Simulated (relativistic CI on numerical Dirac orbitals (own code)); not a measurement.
**Ni¹⁴⁺: one ion under different settings**

How much do the settings matter for Ni¹⁴⁺? One ion, several inputs.

The numbers are computed with relativistic CI on numerical Dirac orbitals (own code) version 3 (Dirac-Coulomb-Breit CI, KLI orbitals optimised for each configuration, model QED (radiative potential, 1s self-energy scaled to tabulated hydrogen-like ionisation energies), numerical settings as typed), except any that are marked as measured or tabulated.

## Step 1: The system

| Item | Value |
| --- | --- |
| ion | Ni¹⁴⁺ (Ni XV) |
| nuclear charge | 28 |
| electrons | 14 |
| isotope | A = 58 |

## Step 2: Usual settings

Settings, as recorded:

```ini
atom Ni  Z=28  charge=14  electrons=14
nucleus A=58  rms_radius_fm=3.7757
hamiltonian dirac-coulomb  breit=on  qed=on  c_scale=1
orbitals kli  potential=per-configuration
slater_scale 1
correlation none
mixing on
grid step=0.0125 r_max=6.9
scf mixing=0.4 start=green max_iterations=150 tolerance=2e-08 node_fill=0.05
configurations
  [Ne] 3s2 3p2
  [Ne] 3s 3p3
  [Ne] 3s2 3p 3d
end
```

The run is started by

```bash
$ python run_levels.py task.json out
```

The settings of every run stand in task.json; they run in order.

## Step 3: Start potential previous

Settings: those of step 2 with these lines changed.

```diff
@@ -8,3 +8,3 @@
 grid step=0.0125 r_max=6.9
-scf mixing=0.4 start=green max_iterations=150 tolerance=2e-08 node_fill=0.05
+scf mixing=0.4 start=previous max_iterations=150 tolerance=2e-08 node_fill=0.05
 configurations
```

## Step 4: Nuclear radius 4.9084, iteration limit 30, start potential bare

Settings, as recorded:

```ini
atom Ni  Z=28  charge=14  electrons=14
nucleus A=58  rms_radius_fm=4.9084
hamiltonian dirac-coulomb  breit=on  qed=on  c_scale=1
orbitals kli  potential=per-configuration
slater_scale 1
correlation none
mixing on
grid step=0.0125 r_max=6.9
scf mixing=0.4 start=bare max_iterations=30 tolerance=2e-08 node_fill=0.05
configurations
  [Ne] 3s2 3p2
  [Ne] 3s 3p3
  [Ne] 3s2 3p 3d
end
```

## Step 5: Grid step 0.03, Slater scale 1.2, node fill 0

Settings, as recorded:

```ini
atom Ni  Z=28  charge=14  electrons=14
nucleus A=58  rms_radius_fm=3.7757
hamiltonian dirac-coulomb  breit=on  qed=on  c_scale=1
orbitals kli  potential=per-configuration
slater_scale 1.2
correlation none
mixing on
grid step=0.03 r_max=6.9
scf mixing=0.4 start=green max_iterations=150 tolerance=2e-08 node_fill=0
configurations
  [Ne] 3s2 3p2
  [Ne] 3s 3p3
  [Ne] 3s2 3p 3d
end
```

## Step 6: Speed-of-light factor 0.4

Settings, as recorded:

```ini
atom Ni  Z=28  charge=14  electrons=14
nucleus A=58  rms_radius_fm=3.7757
hamiltonian dirac-coulomb  breit=on  qed=on  c_scale=0.4
orbitals kli  potential=per-configuration
slater_scale 1
correlation none
mixing on
grid step=0.0125 r_max=6.9
scf mixing=0.4 start=green max_iterations=88 tolerance=2e-08 node_fill=0.05
configurations
  [Ne] 3s2 3p2
  [Ne] 3s 3p3
  [Ne] 3s2 3p 3d
end
```

(Steps that only read results are left out.)

Q: Predict the outcome of this session. Wanted: lowest level, usual settings; total energy; first excitation.

The runs gave:

| setting | total energy less usual (Ha) | largest shift of a level among the lowest eight of both runs, same label and place (cm⁻¹) | SCF iterations | time | lowest level | kind of change |
| --- | --- | --- | --- | --- | --- | --- |
| usual | 0 | 0 | 29 | 0.077 s | 3p2 3P0 | - |
| start potential previous | 0 | 0 | 24 | 0.07 s | 3p2 3P0 | numerical |
| nuclear radius 4.9084, iteration limit 30, start potential bare | 0.0039 | 7.70 | 31 | 0.083 s | 3p2 3P0 | unphysical constant |
| grid step 0.03, Slater scale 1.2, node fill 0 | -0.0126 | 28700 | 30 | 0.041 s | 3p2 3P0 | model term |
| speed-of-light factor 0.4 | -72.5 | 308000 | 30 | 0.081 s | 3p2 [3p1/2^2] J=0 | unsound |

| quantity | value |
| --- | --- |
| lowest level, usual settings | 3p2 3P0 |
| total energy | -1427.4481 Ha |
| first excitation | 14506.6 cm⁻¹ |

In words: Among the runs whose levels can be followed, they move most under «speed-of-light factor 0.4» (unsound), by up to 308000 cm⁻¹. No visible change in the result comes from «start potential previous». Only the listed configurations are in the model.
